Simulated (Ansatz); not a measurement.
# RuPt2: what a guessed cell relaxes into, part 2 of 2

The task: take a trial cell of RuPt2 to zero force and stress.

Ansatz 0.2.0; DFT PBE, scalar-relativistic, plane waves, PAW. The steps go on from the part before.

### Step 5. Full relaxation

The end of the coarse run is made exact in the group found at a tolerance of 0.06 Å and reduced to its primitive cell.

The input, input.yaml:

```yaml
crystal:
  lattice:
    - [0.0, 2.9902695383, 2.9902695383]
    - [2.9902695383, 0.0, 2.9902695383]
    - [2.9902695383, 2.9902695383, 0.0]
  atoms:
    - { symbol: Ru, position: [0.0, 0.0, 0.0] }
    - { symbol: Pt, position: [0.75, 0.75, 0.75] }
    - { symbol: Pt, position: [0.5, 0.5, 0.5] }
basis:
  ecutwfc: 420
kpoints:
  mp_grid: { grid: [14, 14, 14] }
hamiltonian:
  xc: pbe
scf:
  occupations: { method: gaussian, width: 0.1 }
output:
  forces: true
  stress: true
  eigenvalues: true
relax:
  adjacent_minimum: "off"
  f_tol: 0.01
  max_steps: 80
  cell: { stress_tol: 0.05 }
```

Started as:

```sh
$ ansatz run input.yaml --threads 1 --pin off --max-ram 2560MiB --backend cpu --events-out ev --progress --plain --runs-dir out
```

The log of the run:

```text
Warning: RAYON_NUM_THREADS=1 ignored (pool sized by the plan → 1); use --threads N
Engine: ansatz 0.2.0, x86_64-unknown-linux-gnu
Pseudopotentials: kind: paw
Pseudopotential: Ru, paw, valence charge 16, recommended cutoff 420 eV (normal), Ru.paw.azcp
Pseudopotential: Pt, paw, valence charge 18, recommended cutoff 420 eV (normal), Pt.paw.azcp
Functional definition: PBE
  parameter kappa = 0.804
  parameter beta = 0.06672455060314922
  exchange = pbe_x(kappa = kappa, mu = beta*pi^2/3)
  correlation = pbe_c(beta = beta)
Crystal: 3 atoms, lattice volume = 53.476 Å³
Basis set: ecut = 420 eV, 1037 PW (Γ), exchange–correlation on 60×60×60 points (8 copies of the dense FFT grid, shifted against one another)
Bands: 32, of which v1, the nominal top of the filled ones, is band 26 counted from 1 (25 counted from 0)
Symmetry: 24 space group operations
Space group: F-43m (ITA 216), of the structure as read, at distance tolerance 3.8e-5 Å
k-points: 104 of 2744 (time reversal used)
Non-local potential: Ru, projectors of the file, l = 0: 3, l = 1: 2, l = 2: 2, l = 3: 1
Non-local potential: Pt, projectors of the file, l = 0: 3, l = 1: 2, l = 2: 2, l = 3: 1
PAW form: soft (Blöchl's): semilocal exchange-correlation on the pseudo side does not see the compensation charge
PAW one-centre angular grid: Ru, 590 points (default); XC on 64 Gauss nodes
PAW one-centre angular grid: Pt, 590 points (default); XC on 64 Gauss nodes
Initial density: superposition of atomic densities (neutral atoms: chi_scale 0, normalization atom), corrected by the library's trained network
Initial wavefunctions: pseudopotential atomic-orbital guess
Functional: x = pbe(κ = 0.804, μ = 0.2195149727645171), c = pbe(β = 0.06672455060314922)
SCF iter   1: F=—  HF=-30922.996194 eV  |F-HF|=—  |Δ(HF+E_count)|=         —  Δρ=1.37e-2  dr2=7.92e-2  ethr=1.77e-3  ⟨swp⟩=6.1  Hψ=12655  notcnv=0
preconditioner: auto → LDOS  [metal: Δε(μ)=0.006 eV  Ē_g=7.022 eV  σ=0.100 eV  W_gap=0.03  n_scr=14 (ndim 8)  ℏωp=26.9 eV  f_vac=0.028  D(μ)=4.51/eV (n_scr^D=58)  β→1.0]
SCF iter   2: F=—  HF=-30922.989178 eV  |F-HF|=—  |Δ(HF+E_count)|=   7.02e-3  Δρ=3.77e-3  dr2=1.05e-2  ethr=1.52e-4  ⟨swp⟩=2.3  Hψ=6049  notcnv=0  defer=12
SCF iter   3: F=—  HF=-30922.988712 eV  |F-HF|=—  |Δ(HF+E_count)|=   4.66e-4  Δρ=2.26e-3  dr2=3.13e-3  ethr=2.02e-5  ⟨swp⟩=2.0  Hψ=4872  notcnv=0  defer=12
SCF iter   4: F=—  HF=-30922.988069 eV  |F-HF|=—  |Δ(HF+E_count)|=   6.43e-4  Δρ=6.00e-4  dr2=2.29e-4  ethr=6.01e-6  ⟨swp⟩=2.0  Hψ=4731  notcnv=0  defer=12
SCF iter   5: F=—  HF=-30922.988041 eV  |F-HF|=—  |Δ(HF+E_count)|=   2.76e-5  Δρ=5.09e-5  dr2=1.06e-6  ethr=4.40e-7  ⟨swp⟩=2.5  Hψ=5355  notcnv=0  defer=12
SCF iter   6: F=—  HF=-30922.988038 eV  |F-HF|=—  |Δ(HF+E_count)|=   3.53e-6  Δρ=1.32e-5  dr2=1.34e-7  ethr=1.92e-10  ⟨swp⟩=7.1  Hψ=15337  notcnv=0
SCF iter   7: F=-30922.988038 eV  HF=-30922.988038 eV  |F-HF|=4.28e-9  |Δ(HF+E_count)|=   2.00e-8  Δρ=3.21e-6  dr2=5.60e-9  ethr=1.92e-10  ⟨swp⟩=4.5  Hψ=10941  notcnv=0
SCF 1 converged in 7 iterations: F = -30922.988038 eV  dr2 = 5.60e-9
relax step   1: F+E_penalty+E_count = -30922.98803792 eV  Δ(F+E_penalty+E_count) = +0.000e0 eV  max|allowed force component| = 2.714e-16 eV/Å  Δτ_max = 0.0000 Å  P = +0.304 GPa  Ω = 53.476 Å³  (7 SCF iters, dr2 threshold 1.00e-7 eV, accepted)
Crystal: 3 atoms, lattice volume = 53.657 Å³
Basis set: ecut = 420 eV, 1067 PW (Γ), exchange–correlation on 60×60×60 points (8 copies of the dense FFT grid, shifted against one another)
Initial density: handed on by an earlier stage of this run
Initial wavefunctions: those handed on with the density
iter 1 solved again at ethr=1.83e-7 eV; its pass at ethr=3.10e-3 eV (dr2=9.54e-5 eV) is discarded
SCF iter   1: F=—  HF=-30922.987938 eV  |F-HF|=—  |Δ(HF+E_count)|=         —  Δρ=3.91e-4  dr2=1.20e-4  ethr=1.83e-7  ⟨swp⟩=2.0  Hψ=14454  notcnv=0
preconditioner: auto → LDOS  [metal: Δε(μ)=0.003 eV  Ē_g=6.981 eV  σ=0.100 eV  W_gap=0.02  n_scr=14 (ndim 8)  ℏωp=26.8 eV  f_vac=0.029  D(μ)=4.74/eV (n_scr^D=58)  β→1.0]
SCF iter   2: F=—  HF=-30922.987927 eV  |F-HF|=—  |Δ(HF+E_count)|=   1.08e-5  Δρ=1.65e-4  dr2=1.41e-5  ethr=1.83e-7  ⟨swp⟩=2.0  Hψ=4634  notcnv=0
SCF iter   3: F=—  HF=-30922.987925 eV  |F-HF|=—  |Δ(HF+E_count)|=   2.17e-6  Δρ=6.69e-5  dr2=2.87e-6  ethr=2.71e-8  ⟨swp⟩=2.0  Hψ=5419  notcnv=0
SCF iter   4: F=—  HF=-30922.987924 eV  |F-HF|=—  |Δ(HF+E_count)|=   6.29e-7  Δρ=2.04e-5  dr2=3.73e-7  ethr=5.51e-9  ⟨swp⟩=2.9  Hψ=6104  notcnv=0
SCF iter   5: F=-30922.987924 eV  HF=-30922.987924 eV  |F-HF|=1.47e-8  |Δ(HF+E_count)|=   4.55e-8  Δρ=4.42e-6  dr2=1.63e-8  ethr=4.44e-10  ⟨swp⟩=4.0  Hψ=10602  notcnv=0
SCF 2 converged in 5 iterations: F = -30922.987924 eV  dr2 = 1.63e-8
relax step   2: F+E_penalty+E_count = -30922.98792392 eV  Δ(F+E_penalty+E_count) = +1.140e-4 eV  max|allowed force component| = 3.223e-16 eV/Å  Δτ_max = 0.0000 Å  P = -0.369 GPa  Ω = 53.657 Å³  energy of the carried Pulay correction = -7.604e-5 eV  (5 SCF iters, dr2 threshold 2.31e-7 eV, rejected (line search))
Crystal: 3 atoms, lattice volume = 53.558 Å³
iter 1 solved again at ethr=5.36e-8 eV; its pass at ethr=3.10e-3 eV (dr2=2.79e-5 eV) is discarded
SCF iter   1: F=—  HF=-30922.988085 eV  |F-HF|=—  |Δ(HF+E_count)|=         —  Δρ=2.11e-4  dr2=3.45e-5  ethr=5.36e-8  ⟨swp⟩=2.0  Hψ=14462  notcnv=0
preconditioner: auto → LDOS  [metal: Δε(μ)=0.002 eV  Ē_g=6.994 eV  σ=0.100 eV  W_gap=0.01  n_scr=14 (ndim 8)  ℏωp=26.8 eV  f_vac=0.029  D(μ)=4.72/eV (n_scr^D=58)  β→1.0]
SCF iter   2: F=—  HF=-30922.988083 eV  |F-HF|=—  |Δ(HF+E_count)|=   2.12e-6  Δρ=8.92e-5  dr2=4.07e-6  ethr=5.36e-8  ⟨swp⟩=2.0  Hψ=4634  notcnv=0
SCF iter   3: F=—  HF=-30922.988080 eV  |F-HF|=—  |Δ(HF+E_count)|=   2.60e-6  Δρ=3.54e-5  dr2=7.92e-7  ethr=7.82e-9  ⟨swp⟩=2.0  Hψ=5419  notcnv=0
SCF iter   4: F=—  HF=-30922.988080 eV  |F-HF|=—  |Δ(HF+E_count)|=   1.77e-7  Δρ=1.04e-5  dr2=9.71e-8  ethr=1.52e-9  ⟨swp⟩=2.8  Hψ=6010  notcnv=0
SCF iter   5: F=—  HF=-30922.988080 eV  |F-HF|=—  |Δ(HF+E_count)|=   1.19e-8  Δρ=2.33e-6  dr2=4.43e-9  ethr=1.87e-10  ⟨swp⟩=1.0  Hψ=3333  notcnv=0
SCF iter   6: F=—  HF=-30922.988080 eV  |F-HF|=—  |Δ(HF+E_count)|=  5.71e-10  Δρ=3.96e-7  dr2=1.17e-10  ethr=8.53e-12  ⟨swp⟩=2.2  Hψ=4702  notcnv=0
SCF iter   7: F=-30922.988080 eV  HF=-30922.988080 eV  |F-HF|=1.09e-11  |Δ(HF+E_count)|=  3.64e-12  Δρ=4.86e-8  dr2=1.37e-12  ethr=1.00e-12  ⟨swp⟩=6.0  Hψ=14919  notcnv=0
SCF 3 converged in 7 iterations: F = -30922.988080 eV  dr2 = 1.37e-12
relax step   3: F+E_penalty+E_count = -30922.98808025 eV  Δ(F+E_penalty+E_count) = -4.233e-5 eV  max|allowed force component| = 2.232e-16 eV/Å  Δτ_max = 0.0000 Å  P = -0.001 GPa  Ω = 53.558 Å³  energy of the carried Pulay correction = -3.431e-5 eV  (7 SCF iters, accepted)
Initial wavefunctions: pseudopotential atomic-orbital guess (no wavefunctions were taken with the density)
iter 1 solved again at ethr=1.10e-7 eV; its pass at ethr=3.10e-3 eV (dr2=5.70e-5 eV) is discarded
SCF iter   1: F=—  HF=-30922.988108 eV  |F-HF|=—  |Δ(HF+E_count)|=         —  Δρ=3.11e-6  dr2=1.50e-9  ethr=1.10e-7  ⟨swp⟩=3.8  Hψ=21750  notcnv=0
eigensolver tolerance schedule: the retry pair's looser diagonalisation over-reported the residual by 37983.49 of it (diagonalisation noise at an unbounded share of the residual, at the tolerance the schedule requests for it); recorded, not acted on — ethr = c·dr2/N_el stays at c = 1.0e-1
SCF iter   2: F=—  HF=-30922.988105 eV  |F-HF|=—  |Δ(HF+E_count)|=   2.33e-6  Δρ=1.66e-6  dr2=1.68e-9  ethr=2.88e-12  ⟨swp⟩=4.0  Hψ=8727  notcnv=0
SCF iter   3: F=—  HF=-30922.988105 eV  |F-HF|=—  |Δ(HF+E_count)|=  4.73e-10  Δρ=3.22e-7  dr2=4.93e-11  ethr=2.88e-12  ⟨swp⟩=2.1  Hψ=4879  notcnv=0
SCF iter   4: F=-30922.988105 eV  HF=-30922.988105 eV  |F-HF|=1.46e-11  |Δ(HF+E_count)|=    0.00e0  Δρ=1.30e-7  dr2=1.09e-11  ethr=1.00e-12  ⟨swp⟩=5.9  Hψ=15277  notcnv=0
SCF 4 converged in 4 iterations: F = -30922.988105 eV  dr2 = 1.09e-11
relax step   4: F+E_penalty+E_count = -30922.98810536 eV  Δ(F+E_penalty+E_count) = -2.512e-5 eV  max|allowed force component| = 2.116e-16 eV/Å  Δτ_max = 0.0000 Å  P = -0.002 GPa  Ω = 53.558 Å³  stress off target by 1.55e-3 GPa  SCF on the basis re-selected at this cell (its energy is not comparable with the rows above)  (4 SCF iters)
basis re-selected at this cell: Δ(F+E_penalty+E_count) = -2.512e-5 eV, ΔP = -0.000 GPa vs the last step (what re-selecting the basis moved, of the pressure what is left beyond the Pulay correction that the steps carried, after the strain that the cell walked since its last selection, with what the two solves' SCF thresholds leave and, on support functions, any second-order correction that the steps lacked; it is no measure of the basis error at this ecutwfc). This SCF's stress stands 1.55e-3 GPa from its target on what of the cell is left free (relax.cell.stress_tol is 5.00e-2 GPa) and its largest allowed force component is 2.12e-16 eV/Å (relax.f_tol is 1.00e-2 eV/Å): within both
SCF converged after 4 iterations
Free energy (F): -30922.988105 eV
Harris-Foulkes:  -30922.988105 eV  (|F-HF|=1.46e-11)
Internal energy: -30922.964522 eV  (E = F + TS)
E sigma→0 (E₀):  -30922.976314 eV
Entropy (-TS):   -0.023583 eV (-7.861 meV/atom)
Fermi energy:    18.314396 eV
--- Per-component energies (eV) ---
  E_band       = -574.128301
  E_kinetic    = 1786.374781
  E_local      = -5434.087526  (includes V_loc(G=0)·N_el)
  E_nonlocal   = 743.412631
  E_hartree    = 1986.276892
  E_xc         = -711.934430
  E_vxc        = -841.841770  (∫ρ·V_xc dr)
  E_paw        = -22369.449375  (= ΣΔE_a)
  E_vpaw       = -800.540138  (= ΣTr[D̂ρ^β])
  E_aug_tail   = 0.000223  (compensation charges beyond the density's cutoff)
  E_ewald      = -6923.557718
  E_smearing   = -0.023583  (= −TS)
  E_closure    = 0.000000  (closes the sum)
  Σ components = -30922.988105   (vs F -30922.988105, Δ=0.00e0)
--- Forces (eV/Å), atoms counted from 1 ---
  atom   1  Ru     0.00000000     0.00000000     0.00000000
  atom   2  Pt    -0.00000000     0.00000000     0.00000000
  atom   3  Pt     0.00000000    -0.00000000    -0.00000000
  max |Σ_I F_I| component: 1.14e-16 eV/Å
--- Stress (GPa, compression-positive) ---
       -0.001545       0.000000      -0.000000
       -0.000000      -0.001545       0.000000
       -0.000000       0.000000      -0.001545
  P = ⅓ Tr σ = -0.0015 GPa (-0.015 kbar)
--- Band table (eV; the first three rows and the last of 104) ---
  k-point 0: bands = ["-80.6820", "-79.9948", "-54.5332", "-34.9205", "-34.9205", "-34.9205", "-34.1969", "-34.1969", "-34.1969", "-24.5142", "-24.5142", "-24.5142", "9.9285", "12.5294", "12.5294", "13.6747", "13.6747", "13.6747", "14.4016", "14.4016", "14.4016", "17.4039", "17.4039", "18.2386", "18.2386", "18.2386", "18.6956", "18.6956", "26.0637", "27.5265", "27.5325", "27.5325"]
  k-point 1: bands = ["-80.6820", "-79.9948", "-54.5332", "-34.9210", "-34.9210", "-34.9202", "-34.1972", "-34.1963", "-34.1963", "-24.5144", "-24.5142", "-24.5142", "10.0057", "12.5642", "12.5642", "13.5800", "13.6419", "13.6419", "14.4532", "14.4532", "14.5026", "17.3856", "17.3856", "18.1053", "18.1503", "18.1503", "18.7173", "18.7173", "25.9677", "26.4670", "27.3872", "27.3872"]
  k-point 2: bands = ["-80.6819", "-79.9949", "-54.5332", "-34.9225", "-34.9225", "-34.9194", "-34.1980", "-34.1949", "-34.1949", "-24.5152", "-24.5141", "-24.5141", "10.2317", "12.6662", "12.6662", "13.4019", "13.5631", "13.5631", "14.5873", "14.5873", "14.6955", "17.3149", "17.3149", "17.7514", "17.9560", "17.9560", "18.7366", "18.7366", "24.6932", "26.4191", "27.0736", "27.0736"]
  k-point 103: bands = ["-80.6808", "-79.9960", "-54.5335", "-34.9434", "-34.9391", "-34.8971", "-34.2241", "-34.1754", "-34.1750", "-24.5198", "-24.5128", "-24.5125", "12.3312", "12.6141", "12.7533", "13.1242", "13.5028", "14.7327", "14.7454", "15.0304", "15.5984", "16.3195", "16.7446", "16.9365", "17.6280", "18.4201", "19.1032", "19.2490", "19.5514", "20.0829", "20.6145", "28.9760"]
--- Relaxed structure (3 steps of the walk, 2 accepted, 1 SCFs on fresh bases) ---
  F+E_penalty+E_count = -30922.98810536 eV   max|allowed force component| = 2.116e-16 eV/Å   (the final SCF, on the basis selected at the relaxed cell)
  cell:  # Å, volume = 53.5575 Å³
    - [1.178304782607104e-34, 2.991783526525557, 2.991783526525557]
    - [2.991783526525557, 1.7196880611022617e-34, 2.991783526525557]
    - [2.991783526525557, 2.991783526525557, 1.3757504488818092e-33]
  atoms:
    - { symbol: Ru, position: [2.7283337278279406e-34, -2.768587832009009e-34, -4.673948763246226e-34] }
    - { symbol: Pt, position: [0.7500000000000001, 0.7500000000000001, 0.7500000000000001] }
    - { symbol: Pt, position: [0.5, 0.5, 0.5] }
```

Run time: 51 s. Hardware: 1 thread of Intel Xeon 6975P-C (Granite Rapids), shared host; peak memory 0.52 GiB.

Step by step:

| step | E - E(step 1) (eV/cell) | largest force component (eV/Å) | pressure (GPa) | volume (Å³) |
| --- | --- | --- | --- | --- |
| 1 | 0.0000 | 0.0000 | 0.30 | 53.48 |
| 2 | 0.0001 | 0.0000 | -0.37 | 53.66 |
| 3 | 0.0000 | 0.0000 | 0.00 | 53.56 |
| 4 | -0.0001 | 0.0000 | 0.00 | 53.56 |

Step 1 is the start. Step 4 repeats the geometry before it on a plane-wave basis chosen anew for that cell, so its energy need not be comparable with the rows above. Step 2 was tried and not accepted.

Lengths and angles in the start's conventional setting:

|  | before | after | change |
| --- | --- | --- | --- |
| a (Å) | 5.981 | 5.984 | +0.1 % |
| b (Å) | 5.981 | 5.984 | +0.1 % |
| c (Å) | 5.981 | 5.984 | +0.1 % |
| volume (Å³/atom) | 17.83 | 17.85 | +0.2 % |
| shortest distance (Å) | 2.590 | 2.591 | +0.1 % |
| space group (0.01 Å) | F-43m | F-43m | same |

The run keeps the 24 symmetry operations of the start, so it could not have lowered the symmetry.

### Step 6. Changed: basis.precision f64, xc revpbe, preconditioner kerker_dos, eigensolver.kind davidson

The input, input.yaml:

```yaml
crystal:
  lattice:
    - [0.0, 2.9917835265, 2.9917835265]
    - [2.9917835265, 0.0, 2.9917835265]
    - [2.9917835265, 2.9917835265, 0.0]
  atoms:
    - { symbol: Ru, position: [0.0, 0.0, 0.0] }
    - { symbol: Pt, position: [0.75, 0.75, 0.75] }
    - { symbol: Pt, position: [0.5, 0.5, 0.5] }
basis:
  ecutwfc: 420
  precision: f64
kpoints:
  mp_grid: { grid: [14, 14, 14] }
hamiltonian:
  xc: revpbe
scf:
  occupations: { method: gaussian, width: 0.1 }
  mixing: { preconditioner: kerker_dos }
  eigensolver: { kind: davidson }
output:
  forces: true
  eigenvalues: true
  stress: true
```

Started as:

```sh
$ ansatz run input.yaml --threads 1 --pin off --max-ram 2560MiB --backend cpu --events-out ev --progress --plain --runs-dir out
```

The log of the run, shortened:

```text
Warning: RAYON_NUM_THREADS=1 ignored (pool sized by the plan → 1); use --threads N
[...]
[... 3 set-up lines as earlier in the session ...]
Functional definition: revPBE
[...]
Crystal: 3 atoms, lattice volume = 53.558 Å³
Basis set: ecut = 420 eV, 1037 PW (Γ), exchange–correlation on 60×60×60 points (8 copies of the dense FFT grid, shifted against one another)
Bands: 32, of which v1, the nominal top of the filled ones, is band 26 counted from 1 (25 counted from 0)
[... 2 set-up lines as earlier in the session ...]
k-points: 104 of 2744 (time reversal used)
[...]
SCF iter   1: F=—  HF=-30947.857961 eV  |F-HF|=—  |Δ(HF+E_count)|=         —  Δρ=1.31e-2  dr2=7.10e-2  ethr=1.77e-3  ⟨swp⟩=7.0  Hψ=13287  notcnv=0
[...]
SCF iter   9: F=-30947.851998 eV  HF=-30947.851998 eV  |F-HF|=1.15e-7  |Δ(HF+E_count)|=   4.63e-7  Δρ=1.30e-5  dr2=6.62e-8  ethr=1.26e-10  ⟨swp⟩=2.0  Hψ=13220  notcnv=0
[...]
SCF converged after 9 iterations
Free energy (F): -30947.851998 eV
[...]
E sigma→0 (E₀):  -30947.840112 eV
Entropy (-TS):   -0.023772 eV (-7.924 meV/atom)
Fermi energy:    18.383518 eV
[...]
--- Forces (eV/Å), atoms counted from 1 ---
  atom   1  Ru    -0.00000000     0.00000000     0.00000000
  atom   2  Pt    -0.00000000     0.00000000     0.00000000
  atom   3  Pt     0.00000000    -0.00000000    -0.00000000
[...]
--- Stress (GPa, compression-positive) ---
        2.521037       0.000000      -0.000000
       -0.000000       2.521037      -0.000000
       -0.000000      -0.000000       2.521037
  P = ⅓ Tr σ = 2.5210 GPa (25.210 kbar)
--- Band table (eV; the first three rows and the last of 104) ---
[...]
```

It took 10 s on 1 thread of Intel Xeon 6975P-C (Granite Rapids), shared host; peak memory 0.45 GiB.

| run | ending | energy change | pressure (GPa) | gap (eV) | force (eV/Å) | cycles | time |
| --- | --- | --- | --- | --- | --- | --- | --- |
| step 5 | converged | - | 0.0 | 0.00 | 0.00 | - | 51 s |
| variant | converged | not comparable | 2.5 | 0.00 | 0.00 | 9 | 10 s |

After a change of functional the difference of the totals has no physical meaning; the pressure goes from 0.0 to 2.5 GPa. At this fixed cell a higher pressure means that this functional prefers a larger volume than the reference.

### Step 7. Results

This closing draws on all 2 parts. Changes of volume or cell count from the first structure of part 1.

```
                              quantity                                                                      value
symmetry at the end (tolerance 0.05 Å)                                                space group F-43m (No. 216)
                     conventional cell  a = 5.984 Å, b = 5.984 Å, c = 5.984 Å, α = 90.00°, β = 90.00°, γ = 90.00°
                                volume                                                              17.85 Å³/atom
              energy over the elements                                                              +0.58 eV/atom
                       gap on the mesh                                                               none (metal)
```

What this shows: The space group F-43m (No. 216) is kept, and the volume per atom grows by 27.0 % from the first guess. With a positive formation energy it can't be a ground state. No finished test with a distortion of lower symmetry is shown, so the end may be a saddle point. Spin-orbit coupling is left out for Pt. Other magnetic orders were not searched.
